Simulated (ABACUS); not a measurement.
Input of an ABACUS 3.10.1 run:

INPUT

```
INPUT_PARAMETERS
suffix              Ag2Au3
calculation         scf
basis_type          lcao
pseudo_dir          ./
orbital_dir         ./
symmetry            1
dft_functional      GGA_X_SOGGA+GGA_C_PBE
ecutwfc             100
pseudo_rcut         7
nspin               1
nbands              58
ks_solver           genelpa
smearing_method     fd
smearing_sigma      0.00367493
scf_thr             1e-06
scf_nmax            100
mixing_type         broyden
mixing_beta         0.3
cal_force           1
out_mul             1
mixing_ndim         12
efield_flag         1
dip_cor_flag        1
efield_dir          2
efield_pos_max      0.97
efield_pos_dec      0.06
efield_amp          0
out_chg             1
out_pot             2
out_elf             1
```

File STRU:

```
ATOMIC_SPECIES
Au 196.9666 Au_ONCV_PBE-1.2.upf
Ag 107.8682 Ag_ONCV_PBE-1.2.upf

NUMERICAL_ORBITAL
Au_confined-atom_7au_3s2p2d1f.orb
Ag_confined-atom_7au_3s2p2d1f.orb

LATTICE_CONSTANT
1.8897261246

LATTICE_VECTORS
2.9351665953 0.0000000000 0.0000000000
-1.4675832976 2.5419288359 0.0000000000
0.0000000000 0.0000000000 24.3938101000

ATOMIC_POSITIONS
Direct

Au
0.0
3
0.6666666700 0.3333333400 0.3074550457 1 1 1
0.6666666700 0.3333333400 0.5000000000 1 1 1
0.6666666700 0.3333333400 0.6925449543 1 1 1

Ag
0.0
2
0.0000000000 0.0000000000 0.4037275229 1 1 1
0.0000000000 0.0000000000 0.5962724771 1 1 1
```

The input KPT:

```
K_POINTS
0
Gamma
10 10 1 0 0 0
```

Potentials or basis: SG15 ONCV 1.2 PBE, DZP LCAO (the cutoffs set its grid).

Run with:

```console
$ OMP_NUM_THREADS=1 mpirun -np 4 abacus > log
```

Q: Estimate the work function of the lower face.

A: 4.65 eV.

Q: Estimate the largest force.

A: 0.174 eV/Å.

Q: Estimate the Mulliken charges.

A: Au -0.02, -0.05; Ag +0.04 e.

Forces on the atoms (eV/Å):
```
Au   0.000  0.000  0.174
Au   0.000  0.000  0.006
Au   0.000  0.000 -0.171
Ag   0.000  0.000  0.101
Ag   0.000  0.000 -0.090
```

Caveat: the atomic orbitals were generated for these runs and aren't a published set; confined orbitals describe the vacuum poorly, which shifts work functions; the potentials were made for another functional, which shifts forces and pressure. The run has no spin-orbit coupling, so splittings on Au are missing.
